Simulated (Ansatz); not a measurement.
AlSn: relaxation of cell and atoms with PBEsol

Crystal: AlSn.

```
Sn Al
1.0
     4.19811    0.00000    0.00000
    -2.09905    3.63567    0.00000
     0.00000    0.00000    3.30685
Sn Al
1 1
Cartesian
  0.0000 2.4238 1.6534
  0.0000 0.0000 0.0000
```

The cell comes from a database or a generator and needn't be the stable form of this composition.

- Program: Ansatz 0.2.0
- Task: relaxation of cell and atoms
- Functional: PBEsol
- Potentials or basis: Ansatz PAW
- Cutoff: 420 eV (not typed: the program's choice for these potentials)
- k mesh: 7 × 7 × 8
- Occupations: fermi-dirac, width 0.05 eV
- Spin: no spin polarisation

| Quantity | Value |
| --- | --- |
| Relaxed volume | 24.35 Å³/atom |
| Relaxed cell | a = 4.140 Å, b = 4.140 Å, c = 3.282 Å, α = 90.00°, β = 90.00°, γ = 120.00° |
| Space group after relaxing (to 0.05 Å) | P-6m2 (No. 187) |
| Energy gained by relaxing | 5.2 meV/atom |
| Ionic steps | 5 |
| Pressure after relaxing | 0.0 GPa |
| Band gap on the k mesh | none (metal or under the smearing width) |

The path:
| step | energy change (eV) | largest force (eV/Å) | volume (Å³) |
| --- | --- | --- | --- |
| 1 | 0.0000 | 0.0000 | 50.47 |
| 2 | -0.0093 | 0.0000 | 48.04 |
| 3 | -0.0107 | 0.0000 | 48.74 |
| 4 | -0.0108 | 0.0000 | 48.71 |
| 5 | -0.0104 | 0.0000 | 48.71 |

Final structure:
```xyz
2
Lattice="4.1396 0.0000 0.0000 -2.0698 3.5850 0.0000 0.0000 0.0000 3.2823" Properties=species:S:1:pos:R:3 pbc="T T T"
Sn    0.0000    2.3900    1.6411
Al    0.0000    0.0000    0.0000
```

Levels at points of the mesh, in eV from the Fermi level:
```
            k point  band 5  band 6  band 7  band 8  band 9  band 10  band 11  band 12
 (0.00, 0.00, 0.00)  -21.18  -10.69   -0.19   -0.19    0.96     2.55     3.18     3.18
(0.00, 0.00, -0.50)  -21.12   -7.60   -6.40    2.81    2.81     3.70     3.70     4.01
```

Run time: 8.1 s on 2 threads of Arm Neoverse V2, on a shared host, peak memory 0.33 GiB.

Caveat: the plane-wave basis is chosen anew once the cell has moved, so the energies of steps on either side of that aren't comparable; the PAW data sets come from PBE, with cores solved anew for the run's functional, which leaves a small shift of forces and pressure.
